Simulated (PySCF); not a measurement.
# Gd(OH)3: forces at shaken geometries

How stiff is Gd(OH)3? Its atoms are displaced at random by several amounts. The structure is generated, not taken from experiment.

Method: PBE0, Gd lcecp-1-SVP with ECP53, O def2-SVP, H def2-SVP; scalar-relativistic core potentials, no spin–orbit coupling; program: PySCF 2.14.0.

3 further runs of the same task are left out: 1 for a known fault of the program, 2 that didn't finish.

## 1. The system as given

7 atoms, charge 0, spin multiplicity 1.

Bond lengths: Gd1–O2 2.071 Å, Gd1–O4 2.071 Å, Gd1–O6 2.071 Å, O2–H3 0.956 Å, O4–H5 0.956 Å, O6–H7 0.956 Å. Angles: O2–Gd1–O4 119.9°, O2–Gd1–O6 119.9°, O4–Gd1–O6 119.9°, Gd1–O2–H3 178.3°, Gd1–O4–H5 178.3°, Gd1–O6–H7 178.3°.

Coordinates:

```xyz
7
charge 0, multiplicity 1
Gd    0.0000    0.0000    0.0520
O     2.0698    0.0000    0.1289
H     3.0235    0.0000    0.1919
O    -1.0349    1.7925    0.1289
H    -1.5118    2.6185    0.1919
O    -1.0349   -1.7925    0.1289
H    -1.5118   -2.6185    0.1919
```

Formal oxidation states: Gd +3. Each metal's 7 4f electrons lie in its core potential, so multiplicities, spins and levels count the valence alone. An earlier session relaxed this geometry at PBE0, Gd lcecp-1-SVP with ECP53, O def2-SVP, H def2-SVP (singlet, point group C3v).

Its energy there is -263.136642 Eh.

## 2. Atoms moved at random, σ = 0.1 Å

File run.py (the lines that set the calculation):

```python
mol = gto.M(atom='''
Gd    -0.13126    -0.14241     0.29106
O      1.93403     0.04901     0.06073
H      3.14871     0.09649     0.16434
O     -0.99327     1.88634     0.08143
H     -1.48149     2.60907     0.16244
O     -0.93217    -1.89963     0.26668
H     -1.54456    -2.59888    -0.01213''',
    basis={'Gd': 'lcecp-1-SVP', 'O': 'def2-SVP', 'H': 'def2-SVP'},
    ecp={'Gd': 'lcecp-1-SVP'},
    charge=0, spin=0)
mf = dft.RKS(mol, xc='PBE0')
mf.grids.atom_grid = (50, 194)  # f atoms: unpruned, at least (60, 302)
mf = mf.density_fit()  # fitting sets: Gd AutoAux, O def2-universal-JKFIT, H def2-universal-JKFIT
mf.conv_tol = 1e-08; mf.max_cycle = 55
mf.kernel(dm0)  # dm0: the density of the relaxed state
```

Command:

```bash
$ OMP_NUM_THREADS=2 python run.py
```

## 3. Atoms moved at random, σ = 0.06 Å

File run.py (the lines that set the calculation):

```python
mol = gto.M(atom='''
Gd    -0.00384    -0.02128     0.10642
O      2.03095    -0.12536     0.17920
H      2.91470    -0.01662     0.18466
O     -0.95802     1.73070     0.16358
H     -1.51472     2.60544     0.12601
O     -0.96013    -1.61805     0.05242
H     -1.50895    -2.55484     0.20225''',
    basis={'Gd': 'lcecp-1-SVP', 'O': 'def2-SVP', 'H': 'def2-SVP'},
    ecp={'Gd': 'lcecp-1-SVP'},
    charge=0, spin=0)
mf = dft.RKS(mol, xc='PBE0')
mf.grids.atom_grid = (50, 194)  # f atoms: unpruned, at least (60, 302)
mf = mf.density_fit()  # fitting sets: Gd AutoAux, O def2-universal-JKFIT, H def2-universal-JKFIT
mf.conv_tol = 1e-08; mf.max_cycle = 55
mf.kernel(dm0)  # dm0: the density of the relaxed state
```

## 4. Atoms moved at random, σ = 0.06 Å

File run.py (the lines that set the calculation):

```python
mol = gto.M(atom='''
Gd    -0.02478    -0.02771    -0.01956
O      2.13540     0.06803     0.10336
H      2.95239     0.02094     0.26141
O     -1.03103     1.83140     0.10466
H     -1.45595     2.58722     0.15997
O     -1.00576    -1.86960     0.16095
H     -1.57027    -2.61028     0.24377''',
    basis={'Gd': 'lcecp-1-SVP', 'O': 'def2-SVP', 'H': 'def2-SVP'},
    ecp={'Gd': 'lcecp-1-SVP'},
    charge=0, spin=0)
mf = dft.RKS(mol, xc='PBE0')
mf.grids.atom_grid = (50, 194)  # f atoms: unpruned, at least (60, 302)
mf = mf.density_fit()  # fitting sets: Gd AutoAux, O def2-universal-JKFIT, H def2-universal-JKFIT
mf.conv_tol = 1e-08; mf.max_cycle = 55
mf.kernel(dm0)  # dm0: the density of the relaxed state
```

What does the calculation give? Wanted: for each run, σ; energy rise; harmonic estimate −½ F·u; largest force component.

As calculated:

| σ (Å) | energy rise (eV) | harmonic estimate −½ F·u (eV) | largest force component (eV/Å) |
| --- | --- | --- | --- |
| 0.1 | 1.930 | 1.714 | 6.70 |
| 0.06 | 1.411 | 1.417 | 9.61 |
| 0.06 | 0.971 | 1.034 | 12.14 |

Every displacement raises the energy. For a harmonic well the rise equals −½ F·u; the two differ by at most 11 % here (a move with σ = 0.1 Å), from anharmonicity, the grid and the small forces left at the relaxed point. The bases are small and lack diffuse functions. Spin–orbit coupling is left out.
